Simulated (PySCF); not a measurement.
# MgSn: from the state search to spectroscopic constants

The task here is to estimate one member of a computed series from the others.

Program: PySCF 2.14.0. Level of theory: Mg cc-pVDZ, Sn cc-pVDZ-PP with ECP28, scalar-relativistic core potentials. These are calculated values, not measurements.

The first run:

The job is set up so:

```json
{"atoms": "Mg, Sn", "charge": "0", "basis": "Mg cc-pVDZ, Sn cc-pVDZ-PP with ECP28", "Hamiltonian": "scalar-relativistic core potentials", "basis functions": "41", "electrons treated": "34", "masses in u": "23.9850, 119.9022", "levels": "PBE0, PBE, r²SCAN, TPSS, MN15, PBEsol, HSE06, HF, MP2, SCS-MP2, CCSD, CCSD(T)", "grid": "80 radial by 434 angular points", "occupations": "held fixed by the projection of orbital angular momentum", "dissociation limit": "Mg + Sn, each in its ground configuration", "starting distance in angstrom": "2.705", "values of 2S to try": "0, 2"}
```

Launch:

```console
OMP_NUM_THREADS=1 python dia.py task.json out
```

Among the steps run: Input; First curve: PBE0; Higher solutions at PBE0; PBE (GGA); r²SCAN (meta-GGA); TPSS; MN15 (hybrid meta-GGA); PBEsol (GGA); HSE06 (range-separated hybrid); ROHF; Adding correlation.

One table of the session follows, with a row left open; its other results are not shown here.

| level | Re (Å) | ωe (cm⁻¹) | De (eV) |
| --- | --- | --- | --- |
| ROHF | 3.042 | 119.7 | 0.184 |
| ROHF-MP2 | 2.788 | 216.4 | 0.67 |
| ROHF-SCS-MP2 | 2.827 | 197.7 | 0.54 |
| ROHF-CCSD | 2.834 | 203.0 | 0.57 |
| ROHF-CCSD(T) | 2.810 | 215.6 | 0.67 |
| PBE | 2.777 | 222.9 | 1.02 |
| PBEsol | 2.749 | 232.4 | 1.16 |
| TPSS | 2.769 | 225.2 | 0.99 |
| r²SCAN | ? | ? | ? |
| PBE0 | 2.775 | 221.4 | 0.92 |
| HSE06 | 2.775 | 221.4 | 0.94 |
| MN15 | 2.793 | 211.3 | 0.94 |

Q: Estimate the row for r²SCAN from the others.

The run gave: Re (Å): 2.750; ωe (cm⁻¹): 234.3; De (eV): 1.08. In the column «Re (Å)» it lies between PBEsol (2.749) and TPSS (2.769).

De is counted to Mg + Sn in their ground configurations.
